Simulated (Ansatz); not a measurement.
The same calculation of Li₃H₃N₂, space group Pm as a Python script and as an input file (Ansatz 0.2.0 through its Python package).

The cells in order, each with its output:

**Cell 1**
```python
import ansatz as az
import numpy as np
import pandas as pd
```

**Cell 2**
```python
inputs = {
    'crystal': {
        'lattice': [[3.729463, 0.0, 0.0], [0.0, 3.460479, 0.0], [-0.163904, 0.0, 5.140849]],
        'atoms': [
            {'symbol': 'Li', 'position': [0.458237, 0.0, 0.761263]},
            {'symbol': 'Li', 'position': [0.962599, 0.5, 0.683438]},
            {'symbol': 'Li', 'position': [0.60873, 0.0, 0.319708]},
            {'symbol': 'H', 'position': [0.039178, 0.229279, 0.092874]},
            {'symbol': 'H', 'position': [0.301423, 0.5, 0.367238]},
            {'symbol': 'H', 'position': [0.039178, 0.770721, 0.092874]},
            {'symbol': 'N', 'position': [0.949269, 0.0, 0.979692]},
            {'symbol': 'N', 'position': [0.479386, 0.5, 0.526914]},
        ],
    },
    'kpoints': {'mp_grid': {'grid': [5, 5, 4]}},
    'hamiltonian': {'xc': 'lda'},
    'scf': {'occupations': {'method': 'fixed'}},
    'basis': {'ecutwfc': '470 eV'},
    'output': {'forces': True, 'stress': True},
}
```

**Cell 3**
```python
result = az.Session.from_dict(inputs).plan(threads=1).execute()
rep = result.report
```

**Cell 4**
```python
rep['kweights']
```
Output:
```text
[0.01, 0.02, 0.01, 0.02, 0.04, 0.02, 0.02, 0.04, 0.02, 0.02, 0.02, 0.02, 0.02, 0.04, 0.04, 0.04,
 0.04, 0.04, 0.04, 0.04, 0.04, 0.02, 0.02, 0.02, 0.02, 0.04, 0.04, 0.04, 0.04, 0.04, 0.04, 0.04,
 0.04]
```

**Cell 5**
```python
sorted(key for key in rep if key.endswith('_ev'))
```
Output:
```text
['energy_sigma0_ev', 'entropy_ts_ev', 'fermi_energy_ev', 'free_energy_ev', 'gap_by_band_count_ev',
 'harris_foulkes_ev', 'internal_energy_ev', 'lagrangian_ev', 'lagrangian_sigma0_ev']
```

**Cell 6**
```python
for key in ('converged', 'n_iterations', 'n_electrons', 'n_kpoints', 'n_pw', 'n_symmetry_ops', 'free_energy_ev', 'fermi_energy_ev'):
    print(f'{key:18s} {rep[key]}')
```
Output:
```text
converged          True
n_iterations       7
n_electrons        22.0
n_kpoints          33
n_pw               1527
n_symmetry_ops     2
free_energy_ev     -1403.8741838995427
fermi_energy_ev    1.985996775654566
```

**Cell 7**
```python
# forces in eV per angstrom
table = pd.DataFrame(rep['forces_ev_ang'], columns=['fx', 'fy', 'fz'])
table.insert(0, 'atom', [site['symbol'] for site in rep['lattice']['sites']])
table.round(4)
```
Output:
```text
  atom      fx      fy      fz
0   Li  0.0532  0.0000 -0.0241
1   Li -0.0572  0.0000 -0.0532
2   Li -0.0134  0.0000  0.1012
3    H -0.0110  0.1091 -0.0467
4    H -0.0165  0.0000 -0.0044
5    H -0.0110 -0.1091 -0.0467
6    N -0.0864  0.0000 -0.0696
7    N  0.1423  0.0000  0.1435
```

**Cell 8**
```python
# the stress is positive in compression
stress = np.array(rep['stress_gpa'])
print(f'pressure {np.trace(stress) / 3:.3f} GPa')
print('stress tensor, GPa, positive in compression')
np.round(stress, 3) + 0.0
```
Output:
```text
pressure -4.360 GPa
stress tensor, GPa, positive in compression
array([[-4.48 ,  0.   ,  0.347],
       [ 0.   , -4.55 ,  0.   ],
       [ 0.347,  0.   , -4.05 ]])
```

**Cell 9**
```python
terms = rep['components']
{name: round(terms[name], 3) for name in ('e_kinetic', 'e_hartree', 'e_xc', 'e_local', 'e_nonlocal')}
```
Output:
```text
{'e_kinetic': 368.867,
 'e_hartree': 294.756,
 'e_xc': -177.609,
 'e_local': -962.216,
 'e_nonlocal': 0.24}
```

`input.yaml`:
```yaml
crystal:
  lattice:
    - [3.729463, 0.0, 0.0]
    - [0.0, 3.460479, 0.0]
    - [-0.163904, 0.0, 5.140849]
  atoms:
    - { symbol: Li, position: [0.458237, 0.0, 0.761263] }
    - { symbol: Li, position: [0.962599, 0.5, 0.683438] }
    - { symbol: Li, position: [0.60873, 0.0, 0.319708] }
    - { symbol: H, position: [0.039178, 0.229279, 0.092874] }
    - { symbol: H, position: [0.301423, 0.5, 0.367238] }
    - { symbol: H, position: [0.039178, 0.770721, 0.092874] }
    - { symbol: "N", position: [0.949269, 0.0, 0.979692] }
    - { symbol: "N", position: [0.479386, 0.5, 0.526914] }
kpoints:
  mp_grid: { grid: [5, 5, 4] }
hamiltonian:
  xc: lda
scf:
  occupations: { method: fixed }
basis:
  ecutwfc: "470 eV"
output:
  forces: true
  stress: true
```

Launched from the shell:
```console
$ ansatz run input.yaml --threads 1 --pin off --max-ram 3072MiB --backend cpu --events-out ev --progress --plain --runs-dir out
Engine: ansatz 0.2.0, aarch64-unknown-linux-gnu
Pseudopotentials: kind: paw
Pseudopotential: Li, paw, valence charge 3, recommended cutoff 420 eV (normal), Li.paw.azcp
Pseudopotential: H, paw, valence charge 1, recommended cutoff 420 eV (normal), H.paw.azcp
Pseudopotential: N, paw, valence charge 5, recommended cutoff 420 eV (normal), N.paw.azcp
Functional definition: SPW92
  exchange = slater_x
  correlation = pw_c
Crystal: 8 atoms, lattice volume = 66.346 Å³
Basis set: ecut = 470 eV, 1527 PW (Γ)
Bands: 19, of which v1, the nominal top of the filled ones, is band 11 counted from 1 (10 counted from 0)
Symmetry: 2 space group operations
Space group: Pm (ITA 6), of the structure as read, at distance tolerance 4.0e-5 Å
k-points: 33 of 100 (time reversal used)
Non-local potential: Li, projectors of the file, l = 0: 3, l = 1: 2, l = 2: 1
Non-local potential: H, projectors of the file, l = 0: 2, l = 1: 1
Non-local potential: N, projectors of the file, l = 0: 2, l = 1: 2, l = 2: 1
PAW form: soft (Blöchl's): semilocal exchange-correlation on the pseudo side does not see the compensation charge
PAW frozen core: N, regenerated for the run's functional, and the local potential with it (the file was generated under x = pbe(κ = 0.804, μ = 0.2195149727645171), c = pbe(β = 0.06672455060314922))
PAW one-centre angular grid: Li, 110 points (default); XC on 64 Gauss nodes
PAW one-centre angular grid: H, 110 points (default); XC on 64 Gauss nodes
PAW one-centre angular grid: N, 110 points (default); XC on 64 Gauss nodes
Initial density: superposition of atomic densities (neutral atoms: chi_scale 0, normalization atom), corrected by the library's trained network
Initial wavefunctions: pseudopotential atomic-orbital guess
Functional: x = slater, c = lda
SCF iter   1: F=—  HF=-1403.912530 eV  |F-HF|=—  |Δ(HF+E_count)|=         —  Δρ=1.12e-2  dr2=7.60e-2  ethr=1.77e-3  ⟨swp⟩=4.9  Hψ=2525  notcnv=0  defer=179
preconditioner: auto → none  [insulator: Δε(μ)=1.861 eV  Ē_g=13.572 eV  n_scr=14 (ndim 8)  ℏωp=18.2 eV  f_vac=0.006  ε∞_Penn≈2.8]
SCF iter   2: F=—  HF=-1403.881185 eV  |F-HF|=—  |Δ(HF+E_count)|=   3.13e-2  Δρ=6.26e-3  dr2=1.50e-2  ethr=3.45e-4  ⟨swp⟩=2.4  Hψ=1187  notcnv=0  defer=198
SCF iter   3: F=—  HF=-1403.876379 eV  |F-HF|=—  |Δ(HF+E_count)|=   4.81e-3  Δρ=3.03e-3  dr2=7.80e-3  ethr=6.82e-5  ⟨swp⟩=2.0  Hψ=845  notcnv=0  defer=165
automatic band count: iteration 3 solves 18 bands in place of 19: the levels show a gap, and the empty bands left out lie too high to hold charge; the band table lists the bands solved (type scf.n_extra_bands for more)
SCF iter   4: F=—  HF=-1403.874271 eV  |F-HF|=—  |Δ(HF+E_count)|=   2.11e-3  Δρ=7.37e-4  dr2=3.60e-4  ethr=3.55e-5  ⟨swp⟩=2.0  Hψ=789  notcnv=0  defer=164
SCF iter   5: F=—  HF=-1403.874189 eV  |F-HF|=—  |Δ(HF+E_count)|=   8.24e-5  Δρ=2.02e-4  dr2=2.19e-5  ethr=1.64e-6  ⟨swp⟩=2.1  Hψ=790  notcnv=0  defer=109
SCF iter   6: F=—  HF=-1403.874184 eV  |F-HF|=—  |Δ(HF+E_count)|=   5.09e-6  Δρ=7.10e-5  dr2=1.83e-6  ethr=9.96e-8  ⟨swp⟩=2.1  Hψ=727  notcnv=0  defer=60
SCF iter   7: F=-1403.874184 eV  HF=-1403.874184 eV  |F-HF|=1.46e-8  |Δ(HF+E_count)|=   8.15e-8  Δρ=1.16e-5  dr2=3.75e-8  ethr=4.55e-10  ⟨swp⟩=3.4  Hψ=2232  notcnv=0
SCF 1 converged in 7 iterations: F = -1403.874184 eV  dr2 = 3.75e-8
  greatest PAW one-centre occupation: 1.000 electrons in one spin orbital (limit 2), on the Li atom at site 0 (counted from 0), in its partial waves of l = 0
SCF converged after 7 iterations
Free energy (F): -1403.874184 eV
Harris-Foulkes:  -1403.874184 eV  (|F-HF|=1.46e-8)
Internal energy: -1403.874184 eV  (E = F + TS)
E sigma→0 (E₀):  -1403.874184 eV
Fermi energy:    1.985997 eV
--- Per-component energies (eV) ---
  E_band       = -308.816029
  E_kinetic    = 368.866566
  E_local      = -962.215620  (includes V_loc(G=0)·N_el)
  E_nonlocal   = 0.239885
  E_hartree    = 294.756174
  E_xc         = -177.608836
  E_vxc        = -228.572133  (∫ρ·V_xc dr)
  E_paw        = -293.415616  (= ΣΔE_a)
  E_vpaw       = -76.644409  (= ΣTr[D̂ρ^β])
  E_aug_tail   = -0.002138  (compensation charges beyond the density's cutoff)
  E_ewald      = -634.654685
  E_core_change = 0.160088  (= ΣΔE_core)
  E_smearing   = -0.000000  (= −TS)
  E_closure    = -0.000000  (closes the sum)
  Σ components = -1403.874184   (vs F -1403.874184, Δ=0.00e0)
--- Forces (eV/Å), atoms counted from 1 ---
  atom   1  Li     0.05320377     0.00000000    -0.02408653
  atom   2  Li    -0.05716657     0.00000000    -0.05322167
  atom   3  Li    -0.01340142     0.00000000     0.10121558
  atom   4  H     -0.01102456     0.10910245    -0.04667207
  atom   5  H     -0.01649650     0.00000000    -0.00443618
  atom   6  H     -0.01102456    -0.10910245    -0.04667207
  atom   7  N     -0.08638911     0.00000000    -0.06964257
  atom   8  N      0.14228091     0.00000000     0.14348517
  max |Σ_I F_I| component: 3.04e-5 eV/Å
--- Stress (GPa, compression-positive) ---
       -4.479533       0.000000       0.346688
        0.000000      -4.549950       0.000000
        0.346688       0.000000      -4.049695
  P = ⅓ Tr σ = -4.3597 GPa (-43.597 kbar)
```

Notes:
- Total energies depend on the potentials; only differences at equal settings carry meaning. A total without «per atom» is that of the cell as typed.
- Along an axis with an odd division the mesh misses the point at one half; a gap read on a finite mesh is an upper bound on this functional's gap.
- Semilocal gaps usually lie well under measured ones.
- The energy terms are those on the plane-wave grid, with the one-centre PAW part apart; the terms shown are only some of the summands, so they needn't add up to F.
- Under fixed occupations the level called the Fermi level is the highest filled one on the SCF mesh; off the mesh a filled band can lie a little above it.
- Only differences from the Fermi energy are physical; the zero of the scale is a convention.
- The structure comes from a database of computed cells and needn't be a stable or known phase.
- Levels are Kohn-Sham eigenvalues on this mesh.
- The whole script took 3.9 s on 1 thread of Arm Neoverse V2, with other jobs on the host, peak memory 0.43 GiB.

(Lines on the test bed's own set-up are left out of the output.)
